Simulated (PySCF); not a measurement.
# MoO₂⁻: quartet, from a PBE minimum start

The task is one start of a wider search on MoO₂⁻: the quartet, from a PBE minimum start. It is relaxed, tested by its Hessian and followed downhill if it is a saddle.

Program: PySCF 2.14.0. Level of theory: PBE, basis Mo def2-SVPD with ECP28, O def2-SVPD, scalar-relativistic core potentials, no spin–orbit coupling, density fitting. These are calculated values, not measurements.

**1. The system as given**

3 atoms, charge -1, spin multiplicity 4.

Bond lengths: Mo1–O2 1.758 Å, Mo1–O3 1.758 Å. Angles: O2–Mo1–O3 129.9°.

```xyz
3
charge -1 multiplicity 4
Mo    0.0000   -0.1830    0.0000
O     0.0000    0.5615    1.5927
O     0.0000    0.5615   -1.5927
```

**2. First SCF at the start**

The steps below are one call of a driver around PySCF. For each, scf.py gives the equivalent set-up of the SCF; relaxations use the driver's own optimiser. After this first run the driver tries any further starts and a stability analysis.

scf.py

```python
from pyscf import gto, scf, dft
mol = gto.M(atom='''
Mo     0.000000    -0.182964    -0.000000
O     -0.000000     0.561544     1.592720
O     -0.000000     0.561544    -1.592720''',
    basis={'Mo': 'def2-SVPD', 'O': 'def2-SVPD'},
    ecp={'Mo': 'def2-SVPD'},
    charge=-1, spin=3)
mf = dft.UKS(mol, xc='PBE')
mf.grids.atom_grid = (50, 194)
aux = {'Mo': 'def2-universal-JKFIT', 'O': 'def2-universal-JKFIT'}
mf = mf.density_fit(auxbasis=aux)
mf.conv_tol = 1e-08
mf.diis_space = 10
mf.max_cycle = 60
mf.init_guess = 'minao'
mf.verbose = 4
mf.kernel()
```

Command:

```
> OMP_NUM_THREADS=2 python axn.py task.json out
```

Standard output:

```text
init E= -210.989960842915
[... the frontier-level lines of each cycle are left out ...]
cycle= 1 E= -217.999044261032  delta_E= -7.01  |g|= 1.05  |ddm|= 2.53
cycle= 2 E= -207.403209116435  delta_E= 10.6  |g|= 3.71  |ddm|= 20.1
cycle= 3 E= -218.135458981402  delta_E= -10.7  |g|= 0.764  |ddm|= 18.7
cycle= 4 E= -218.357360925855  delta_E= -0.222  |g|= 0.472  |ddm|= 2.88
cycle= 5 E= -218.505413404509  delta_E= -0.148  |g|= 0.0866  |ddm|= 0.893
cycle= 6 E= -218.507422257287  delta_E= -0.00201  |g|= 0.0591  |ddm|= 0.169
cycle= 7 E= -218.508782115527  delta_E= -0.00136  |g|= 0.0116  |ddm|= 0.0633
cycle= 8 E= -218.508828123752  delta_E= -4.6e-05  |g|= 0.00532  |ddm|= 0.0108
cycle= 9 E= -218.508840442554  delta_E= -1.23e-05  |g|= 0.000834  |ddm|= 0.00432
cycle= 10 E= -218.508840815152  delta_E= -3.73e-07  |g|= 6.5e-05  |ddm|= 0.00136
cycle= 11 E= -218.508840818473  delta_E= -3.32e-09  |g|= 1.64e-05  |ddm|= 0.000171
Extra cycle  E= -218.508840816811  delta_E= 1.66e-09  |g|= 6.37e-05  |ddm|= 9.61e-05
converged SCF energy = -218.508840816811  <S^2> = 3.7678073  2S+1 = 4.0088938
```

This step, with its further starts and checks, ran for 23 s (2 threads of Arm Neoverse N1, shared host).

The starts that the driver tried:

```
                      start  energy (Eh)
    the minimal-basis guess  -218.508841
a thermally smeared density  -218.508841
      a smeared PBE density  -218.508841
```

No lower solution of this spin turned up from the other starts or in the test of internal stability.

**3. PBE minimum start, quartet: relaxation**

The program finds C2v symmetry in the start, which this walk keeps. Threshold on the gradient: 0.0003 Eh/bohr, with a further test on the energy change.

Edit scf.py of step 2 so:

```diff
@@ -3,3 +3,3 @@
-Mo     0.000000    -0.182964    -0.000000
-O     -0.000000     0.561544     1.592720
-O     -0.000000     0.561544    -1.592720''',
+Mo     0.000000    -0.183353     0.000000
+O      0.000000     0.561155     1.592720
+O      0.000000     0.561155    -1.592720''',
@@ -16 +15,0 @@
-mf.init_guess = 'minao'
```

Steps of the walk:

```
step  energy (Eh)  change (kJ/mol)  largest symmetric gradient (Eh/bohr)
   0  -218.508841             0.00                               0.00018
```

The walk took 2.1 s.

End point (C2v, 0 steps, 0.0 kJ/mol gained): Mo–O 1.758 Å (×2); O–Mo–O 129.9°.

**4. Frequencies**

The point is checked on the finer grid, and tightened if its gradient asks for it. The Hessian and the dipole derivatives come from central differences of analytic gradients, with steps of 0.02 bohr.

Edit scf.py of step 3 so:

```diff
@@ -3,3 +3,3 @@
-Mo     0.000000    -0.183353     0.000000
-O      0.000000     0.561155     1.592720
-O      0.000000     0.561155    -1.592720''',
+Mo     0.000000    -0.183144     0.000000
+O      0.000000     0.561050     1.592969
+O      0.000000     0.561050    -1.592969''',
@@ -10 +10 @@
-mf.grids.atom_grid = (50, 194)
+mf.grids.atom_grid = (75, 302)
@@ -13 +13 @@
-mf.conv_tol = 1e-08
+mf.conv_tol = 1e-10
```

The driver hands on the density of the step before, so the log starts near convergence.

Log of the central SCF (cycles and frontier levels):

```text
init E= -218.508826877196
[... the frontier-level lines of each cycle are left out ...]
cycle= 1 E= -218.508826877191  delta_E= 4.6e-12  |g|= 3.44e-06  |ddm|= 3.25e-06
Extra cycle  E= -218.508826877104  delta_E= 8.67e-11  |g|= 1.5e-05  |ddm|= 1.14e-05
converged SCF energy = -218.508826877104  <S^2> = 3.7678186  2S+1 = 4.0088994
```

The whole step took 34 s.

Geometry: C2v; Mo–O 1.758 Å (×2); O–Mo–O 129.9°.

Modes, for the most abundant isotopes:

| symmetry | ω (cm⁻¹) | IR (km/mol) | μ (u) | type |
| --- | --- | --- | --- | --- |
| a1 | 239 | 0.1 | 18.70 | bend |
| b2 | 842 | 379 | 19.43 | stretch |
| a1 | 883 | 91.4 | 17.04 | stretch |

No imaginary mode, so this is a minimum.

Constants and moments:

| Item | Value |
| --- | --- |
| Dipole moment about the centre of mass | 0.93 D |
| Highest occupied level | 0.73 eV |
| Lowest empty level | 1.86 eV |
| Rotational constants | 1.262, 0.2077, 0.1783 cm⁻¹ |
| Zero-point energy | 11.7 kJ/mol |
| Principal polarisabilities | 74.8, 76.2, 88.6 bohr³ |
| Principal traceless quadrupole moments about the centre of mass | -11.80, 2.49, 9.31 D Å |
| Entropy at 298.15 K and 1 bar (electronic part: spin only) | 280.7 J/(mol K) |
| Heat capacity Cp at 298.15 K | 45.3 J/(mol K) |
| Enthalpy at 298.15 K above 0 K | 11.56 kJ/mol |
| Rotational symmetry number | 2 |
| Spin squared ⟨S²⟩ | 3.768 |

Charges (e) and bond orders:

```csv
atom,Mulliken,Löwdin,polar tensor,spin (Mulliken),Mayer order to Mo1
Mo1,0.64,0.49,0.55,3.28,–
"O2,3",-0.82,-0.74,-0.78,-0.14,1.36
```

Outer orbital energies (eV). α occupied: -3.65, -3.44, -2.43, -2.41, -1.39, -0.06, 0.46, 0.73; empty: 2.85, 3.49, 3.64, 3.87. β occupied: -16.47, -15.72, -3.73, -3.37, -3.14, -2.19, -2.14, -1.38; empty: 1.86, 2.48, 2.61, 3.64.

Mulliken populations on Mo1 (outside its core potential): s 2.88, p 6.25, d 4.18, f 0.05.

**5. Results**

| quantity | value |
| --- | --- |
| minimum | quartet, C2v |
| geometry | Mo–O 1.758 Å (×2); O–Mo–O 129.9° |
| wavenumbers (cm⁻¹) | 239 (a1), 842 (b2), 883 (a1) |
| dipole moment (centre of mass) | 0.93 D |
| highest occupied, lowest empty level (either spin) | 0.73, 1.86 eV |
| polar-tensor charge of Mo1 | +0.55 e |
| zero-point energy | 11.7 kJ/mol |
| entropy at 298.15 K | 280.7 J/(mol K) |
| ⟨S²⟩ | 3.768 |

The PBE minimum start keeps its C2v symmetry and ends in a minimum. In the infrared the band at 842 cm⁻¹ (b2, stretch) leads. Most of the spin sits on Mo1 (Mulliken spin 3.28, against 3 for the whole molecule). Other starts or spin states, not run here, may lie lower. The highest occupied level lies above zero: either self-interaction error lifts it or the extra electron is not bound, and the basis holds it in place. One determinant may miss the lowest occupation of an open d or f shell.

The search up to here took 60 s.
